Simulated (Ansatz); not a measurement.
Predict the output of the script below (Ansatz 0.2.0, Python API).

The script, `ch4geos.py`:
```python
'''Dipole of CH4GeOS in the field of point charges.'''

import ansatz
from ase import Atoms
import numpy as np

params = {
    'basis': 'def2-SVPD',
    'xc': 'pbe0',
}

atoms = Atoms(['O', 'C', 'Ge', 'S', 'H', 'H', 'H', 'H'], positions=[
    [-2.3184, 0.0873, -0.8345],
    [-1.5426, -0.2472, 0.0449],
    [0.2673, 0.3921, 0.0229],
    [1.6572, -1.3354, -0.0972],
    [-1.8744, -0.9068, 0.839],
    [0.5478, 1.1913, 1.3209],
    [0.4788, 1.3114, -1.2072],
    [2.7843, -0.4928, -0.0888],
])
geometry = ansatz.Crystal.molecule_from_ase(atoms)

calc = geometry.calculation().basis(gaussian=params['basis']).functional(params['xc']).forces()
# charges +q and -q at -R and +R make a nearly even field 2 k q / R^2 at the centre
centre = np.mean([site.position_ang for site in geometry.cartesian_sites], axis=0)
field = 2 * 14.399645 * 2.0 / 30.0 ** 2


def dipole(axis, sign):
    arm = 30.0 * np.eye(3)[axis]
    pair = [{'charge': sign * 2.0, 'position_ang': (centre - arm).tolist()}, {'charge': -sign * 2.0, 'position_ang': (centre + arm).tolist()}]
    deck = calc.input().set(ansatz.key.basis.gaussian.point_charges, pair)
    return np.array(ansatz.Session.from_dict(deck).plan().execute().report['charge_distribution']['dipole_moment_e_ang'])


print(f'field {field:.4f} V/A')
alpha = np.array([(dipole(axis, 1) - dipole(axis, -1)) / (2 * field) * 14.399645 for axis in range(3)])
print('polarisability tensor (A^3)')
print(np.array2string(alpha, precision=3, suppress_small=True))
print(f'mean {np.trace(alpha) / 3:.3f} A^3 = {np.trace(alpha) / 3 / 0.14818471:.2f} bohr^3')
```

`python ch4geos.py` gives:
```text
field 0.0640 V/A
polarisability tensor (A^3)
[[12.038 -0.946  0.468]
 [-0.944  9.717 -0.253]
 [ 0.456 -0.251  8.884]]
mean 10.213 A^3 = 68.92 bohr^3
```

The geometry is a force-field or estimated start, not a minimum of this method, and the basis set is short of its limit. The field of two point charges is only nearly even. Wall time of the script: 52 s on 1 thread of Arm Neoverse V1 (shared host), peak memory 0.41 GiB.

(Lines on the test bed's own set-up are left out of the output.)
